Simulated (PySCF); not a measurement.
# KP+: from the state search to spectroscopic constants

The task here is to estimate one member of a computed series from the others.

Program: PySCF 2.14.0. Level of theory: K def2-SVP, P def2-SVP, no relativity. These are calculated values, not measurements.

Set-up of the first run:

Settings of the job:

```
atoms                         : K, P
charge                        : 1
basis                         : K def2-SVP, P def2-SVP
Hamiltonian                   : no relativity
basis functions               : 42
electrons treated             : 33
masses in u                   : 38.9637, 30.9738
levels                        : PBE0, PBE, r²SCAN, BP86, r²SCAN0, M06, HF, MP2, SCS-MP2, CCSD, CCSD(T)
grid                          : 80 radial by 434 angular points
occupations                   : held fixed by the projection of orbital angular momentum
dissociation limit            : K+ + P, each in its ground configuration
starting distance in angstrom : 3.110
values of 2S to try           : 1, 3
```

Run with:

```bash
$ OMP_NUM_THREADS=1 python dia.py task.json out
```

Steps of the session up to this table: Set-up; PBE0 along the bond; Other states along the same grid; PBE (GGA); r²SCAN (meta-GGA); BP86; r²SCAN0 (hybrid meta-GGA); M06; UHF (mean field); Adding correlation.

One table of the session follows, with a row left open; its other results are not shown here.

```
      level  Re (Å)  ωe (cm⁻¹)  De (eV)
        UHF       ?          ?        ?
    UHF-MP2   3.652       79.6    0.157
UHF-SCS-MP2   3.673       77.6    0.149
   UHF-CCSD   3.653       79.9    0.158
UHF-CCSD(T)   3.647       80.8    0.161
        PBE   3.584       80.6    0.193
       BP86   3.642       73.4    0.156
     r²SCAN   3.618       76.5    0.150
       PBE0   3.593       78.1    0.167
    r²SCAN0   3.604       77.0    0.147
        M06   3.613       66.7    0.156
```

Q: Estimate the row for UHF from the others.

The run gave: Re (Å): 3.748; ωe (cm⁻¹): 68.6; De (eV): 0.122. In the column «Re (Å)» it is the highest.

De is counted to K+ + P in their ground configurations.

Limits of these values: The bond is weak, and basis-set superposition, which was not computed, may be a sizeable part of it.
